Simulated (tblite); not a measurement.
# Si7 (Si7): the cost of one run

Programs: tblite 0.8.0 and PySCF 2.14.0, with routines of our own; each step states its level. All values are computed. Atoms count from 0.

## 1. The system as given

7 atoms, charge 0, multiplicity 1; geometry from: start built from the parent or by distance geometry.

## 2. Optimising the geometry with GFN2-xTB

The job: settings as JSON, then the geometry in Å.

```
{"job": {"kind": "relax", "xc": "GFN2-xTB", "basis": "xTB"}, "charge": 0, "multiplicity": 1}
Si    -1.147900    -1.764700     0.248700
Si    -1.405900     0.365300     1.537100
Si    -0.871500     0.450800    -0.896200
Si     1.579700     0.881300    -1.141700
Si     0.298100     1.975400     0.721700
Si     0.877700    -0.460200     0.890700
Si     0.676600    -1.438100    -1.414400
```

On the command line:

```bash
$ OMP_NUM_THREADS=1 python redox_run.py task.json out
```

The driver reads the jobs from task.json and runs them one after another.

Q: Estimate the wall time of this first job on 1 thread of Arm Neoverse V1, shared host.

About 5.4 s.
